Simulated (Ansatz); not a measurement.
Hg, space group I4/mmm, a projected density of states

Computed with Ansatz 0.2.0 through its Python package.

The script, `hg_pdos.py`:
```python
"""Which atoms and shells make the states of Hg."""

import sys
import warnings

import ansatz as az
import numpy as np

warnings.simplefilter("ignore", az.DeckWarning)

system = (
    az.Lattice.from_parameters(3.273923, 3.273923, 3.273923, alpha=110.04737, beta=110.04737, gamma=108.32497)
    .atom("Hg", [0.5, 0.5, 0.0])
)

model = (
    system.calculation()
    .occupations("Marzari-Vanderbilt", width=100 * az.meV)  # smearing steadies the SCF of a metal
    .kpoints(10, 10, 10)
    .basis(550)  # cutoff of the orbital basis
    .functional("lda")
    .scf(extra_bands=8)
    .density_of_states(projected=True, energy_step=0.1)  # states per eV and cell
)
try:
    outcome = model.run(threads=1, backend="cpu")
except az.NonConvergedError as error:
    sys.exit(f"no convergence: {error}")
except az.RefusalError as error:
    sys.exit(f"input refused: {error}")
data = outcome.report

dos = outcome.density_of_states()
energy = np.asarray(dos.energies_ev) - dos.fermi_ev
curves = {}
for site in outcome.projected_density_of_states().sites:
    for shell in site.shells:
        weight = sum(np.sum(curve.g_bin_mean_per_ev, axis=0) for curve in shell.curves)
        name = f"{site.species} {shell.label}"
        curves[name] = curves.get(name, 0) + weight

print("E-EF   " + " ".join(f"{name:>8s}" for name in curves))
for e in np.arange(-8, 6 + 0.1, 1.0):
    print(f"{e:5.1f}  " + " ".join(f"{np.interp(e, energy, g):8.3f}" for g in curves.values()))
```

Running `python hg_pdos.py` prints:
```text
E-EF      Hg 5S    Hg 6S    Hg 5P    Hg 5D
 -8.0     0.000    0.000    0.000    0.000
 -7.0     0.001    0.633    0.001    2.722
 -6.0     0.000    0.093    0.001    7.467
 -5.0     0.000    0.135    0.000    0.099
 -4.0     0.000    0.198    0.000    0.061
 -3.0     0.000    0.251    0.000    0.046
 -2.0     0.000    0.419    0.000    0.050
 -1.0     0.000    0.257    0.000    0.013
  0.0     0.000    0.057    0.000    0.002
  1.0     0.000    0.035    0.000    0.004
  2.0     0.000    0.035    0.000    0.005
  3.0     0.000    0.021    0.000    0.002
  4.0     0.000    0.010    0.000    0.002
  5.0     0.000    0.007    0.000    0.002
  6.0     0.000    0.006    0.000    0.001
```

Notes:
- The mesh is modest for a metal, so energies can be off by several to tens of meV an atom and pressures by half a GPa or more; differences at equal mesh fare better.
- Spin-orbit coupling, which matters for elements this heavy, is left out.
- This isn't the structure that Hg takes at ambient conditions.
- Curves are summed over the cell's atoms. Only shells that the potentials hold have channels, so projections don't add up to the total, least of all where a shell is missing (p of most metals); heights and places of peaks move with the mesh.
- The density of states is complete only as far up as bands were computed.
- Hardware and time: 3.8 s on 1 thread of Arm Neoverse V1, on a shared host, peak memory 0.39 GiB.

(Lines on the test bed's own set-up are left out of the output.)
